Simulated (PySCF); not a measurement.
The system is NGeBrH2, in a box.

```
N Ge Br H
1.0
    13.00000    0.00000    0.00000
     0.00000   12.00000    0.00000
     0.00000    0.00000   12.00000
N Ge Br H
1 1 1 2
Direct
  0.44303 0.53622 0.45496
  0.44907 0.41173 0.53475
  0.62610 0.43786 0.59358
  0.50238 0.59248 0.44207
  0.37589 0.55976 0.41473
```

The cell isn't the ideal one: atoms moved at random, drawn with an rms of 0.05 Å.

Base run:

```yaml
Program: PySCF 2.14.0
Functional: LC-wPBE
Potentials_or_basis: 6-31g* (all-electron)
k_mesh: 1 × 1 × 1
Occupations: fixed
Spin: no spin polarisation
```

Its results: gap between the frontier levels 10.22 eV.

**Question.** After a change of settings the same cell gave: gap between the frontier levels 4.00 eV. Which change was it?
A. functional from LC-wPBE to SCAN; dispersion from none to D4
B. functional from LC-wPBE to HCTH407; dispersion from none to D3(BJ)
C. functional from LC-wPBE to OLYP; dispersion from none to D3(BJ)

**Answer.** A.

Caveats: this is a molecule in a periodic box at the Γ point, so its band gap is the HOMO-LUMO gap; relativity is left out, which matters for the heavier elements; the basis of atomic orbitals isn't converged, which shifts pressures, moduli and gaps.

Runs at the PBE level aren't shown here.
